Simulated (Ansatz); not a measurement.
Runs of Ansatz 0.2.0 on Ta3Cu. Symmetry: I4/mmm, No. 139, tetragonal system. Conventional cell: a = 4.013 Å, b = 4.013 Å, c = 8.416 Å, α = 90.00°, β = 90.00°, γ = 90.00°. Around Ta (site symmetry 4/mmm) lie 4 Cu at 2.84 Å and 8 Ta at 2.91 Å. Around Ta (site symmetry -4m2) lie 8 Ta at 2.84 to 2.91 Å and 4 Cu at 2.91 Å. Cu (site symmetry 4/mmm) has 12 Ta at 2.84 to 2.91 Å as nearest neighbours. The cell comes from a database or a generator and needn't be the stable form of this composition.

```tsv
task	level	spin	k mesh	cutoff (eV)	atoms under strain	points for each segment of the path	gap on the mesh (eV)	pressure (GPa)	V0 of scaled cells (Å³/atom)	B0 (GPa)
elastic constants	PBEsol	off	8 × 8 × 8	420	relaxed	-	none	-6.3	-	-
equation of state	r2SCAN	off	9 × 9 × 9	500	-	-	-	-	16.69	(a)
band structure	PBEsol	SOC, no magnetisation	9 × 9 × 9	420	-	14	none	-6.4	-	-
phonons	PBEsol	off	8 × 8 × 8	420	-	-	none	-	-	-
equation of state	PBE	off	9 × 9 × 9	420	-	-	-	-	(b)	182
```

Alike in all rows: potentials or basis Ansatz PAW; cell as given; smearing fermi-dirac 0.05 eV.

**Question.** Fill in the values left out.

**Answer.** (a) 192; (b) 16.99.

Caveats: the PAW data sets come from PBE, with cores solved anew for the run's functional, which leaves a small shift of forces and pressure (some runs); the cell was scaled at fixed shape and fractional positions, which overstates the stiffness of a crystal with free parameters, most of all of layers and chains (some runs); the cell is more than 3 GPa from zero pressure, which shifts response properties (some runs); the elastic tensor has a negative eigenvalue, so either the cell is unstable as it stands or the mesh is too thin (some runs); the PAW data sets were made with another functional, which shifts forces and pressure a little (some runs).

A k mesh can miss the band edges, and rows without SOC leave out spin-orbit coupling on Ta.

A gap of «none» marks a metal or a gap under the smearing width.
